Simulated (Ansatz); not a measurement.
# Pd: the cost of one run

Program: Ansatz 0.2.0. Level of theory: DFT LDA, scalar-relativistic. These are calculated values, not measurements.

**1. The starting structure**

It takes space group Fm-3m (No. 225, cubic). The conventional cell has a = 3.890 Å, b = 3.890 Å, c = 3.890 Å, α = 90.00°, β = 90.00°, γ = 90.00°. Pd (site symmetry m-3m) is surrounded by 12 Pd at 2.75 Å.

Coordinates:

```cif
data_structure
_symmetry_space_group_name_H-M 'P 1'
_symmetry_Int_Tables_number 1
_cell_length_a 2.7505
_cell_length_b 2.7505
_cell_length_c 2.7505
_cell_angle_alpha 60.000
_cell_angle_beta 60.000
_cell_angle_gamma 60.000
_cell_volume 14.71
loop_
_atom_site_label
_atom_site_type_symbol
_atom_site_fract_x
_atom_site_fract_y
_atom_site_fract_z
_atom_site_occupancy
Pd1 Pd 0.00000 0.00000 0.00000 1
```

**2. The deformed structure**

Space group Fm-3m before, R-3m after.

**3. All-electron LAPW**

input.yaml reads:

```yaml
crystal:
  lattice:
    - [-0.058347, 1.9157265, 1.9157265]
    - [1.9157265, -0.058347, 1.9157265]
    - [1.9157265, 1.9157265, -0.058347]
  atoms:
    - { symbol: Pd, position: [0.0, 0.0, 0.0] }
kpoints:
  mp_grid: { grid: [18, 18, 18] }
  band_path:
    path:
      - [0.0, 0.0, 0.0]
      - [0.5, 0.5, 0.5]
      - [0.2579113083, 0.5, 0.7420886917]
      - [-0.2579113083, 0.2579113083, 0.5]
      - [0.0, 0.0, 0.5]
      - [0.0, 0.0, 0.0]
      - [-0.3789556542, 0.0, 0.3789556542]
      - [0.0, 0.3789556542, 0.6210443458]
      - [0.0, 0.5, 0.5]
    npoints: 5
scf:
  occupations: { method: fermi_dirac, width: 0.05 }
hamiltonian:
  xc: lda
  pseudopotentials: { kind: all_electron, lapw: { basis_error: 0.00025 } }
output:
  forces: true
  stress: true
  eigenvalues: true
```

Started as:

```bash
ansatz run input.yaml --threads 1 --pin off --max-ram 3072MiB --backend cpu --events-out ev --progress --plain --runs-dir out
```

What time and memory should one allow on 1 thread of Arm Neoverse N1, shared host?

About 1.8 min, with a peak of 0.83 GiB.
